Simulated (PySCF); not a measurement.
# C3H5BOS: the cost of one run

The runs use PySCF 2.14.0, with density-fitted response routines of our own; the level of theory stands in each step. All values are computed, except where a source is named. Atoms are numbered from 0 throughout.

### 1 The molecule as given

11 atoms, charge 0, multiplicity 1; geometry from: PBE0-D3(BJ)/def2-SVP.

Bonds of the start (Å): C0–C1 1.22, C1–B2 1.53, B2–O3 1.35, B2–S4 1.81, S4–C5 1.82, C0–H6 1.08, O3–H7 0.96, C5–H8 1.10, C5–H9 1.10, C5–H10 1.10.

### 2 Nuclear shieldings: HF/pcSseg-2

The job: settings as JSON, then the geometry in Å.

```
{"job": {"kind": "nmr", "xc": "HF", "basis": "pcSseg-2", "pop": false}, "charge": 0, "multiplicity": 1}
C     -2.887240     1.915175    -0.376734
C     -1.987519     1.132809    -0.136289
B     -0.813789     0.186435     0.137287
O     -1.037623    -1.016307     0.719547
S      0.820679     0.788525    -0.366336
C      1.909739    -0.584428     0.106321
H     -3.689389     2.600347    -0.584514
H     -0.241901    -1.544207     0.839168
H      1.692915    -1.494078    -0.473784
H      2.937830    -0.274567    -0.122269
H      1.854680    -0.796981     1.185043
```

Level: GIAO HF/pcSseg-2 NMR shielding, non-relativistic, gas phase.

Command:

```sh
> OMP_NUM_THREADS=1 python probes_run.py task.json out
```

This one command runs all jobs of the session in turn.

Q: Estimate the wall time and peak memory of this first job on 1 thread of Intel Xeon Platinum 8259CL at 2.50GHz, shared host.

About 30 s, with a peak of 1.1 GiB.
